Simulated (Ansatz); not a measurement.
# Sr (Sr, isolated atom): the cost of one run

Method: DFT, plane waves (500 eV) with PBE-made PAW files, scalar-relativistic; functionals as named at each step, in Ansatz 0.2.0.

**1. The system in its box**

Periodic box: 14.0 × 14.4 × 14.8 Å.

As a file:

```xyz
1
Lattice="14.0000 0.0000 0.0000 0.0000 14.4000 0.0000 0.0000 0.0000 14.8000" Properties=species:S:1:pos:R:3 pbc="T T T"
Sr    7.0000    7.2000    7.4000
```

**2. r²SCAN single point**

The run with r²SCAN.

The input, input.yaml:

```yaml
crystal:
  lattice:
    - [14.0, 0.0, 0.0]
    - [0.0, 14.4, 0.0]
    - [0.0, 0.0, 14.8]
  atoms:
    - { symbol: Sr, position: [0.5, 0.5, 0.5], spin: 0.01 }
  symmetry: { detect: false, time_reversal: true }
hamiltonian:
  xc: r2scan
  pseudopotentials:
    kind: paw
    azcp:
      Sr: "pseudopotentials/Sr.paw.azcp"
basis:
  ecutwfc: 500
  fft_grid_basis: typed
kpoints:
  mp_grid: { grid: [1, 1, 1], shift: [0, 0, 0] }
magnetization:
  spin_polarized: true
scf:
  occupations: { method: fermi_dirac, width: 0.01 }
```

Command:

```console
ansatz run input.yaml --threads 4 --pin off --max-ram 10240MiB --backend cpu --events-out ev --progress --plain --runs-dir out
```

**Question.** How long does this run take on 4 threads of Arm Neoverse V1, shared host, and how much memory does it need?

About 18 min, with a peak of 5.5 GiB.
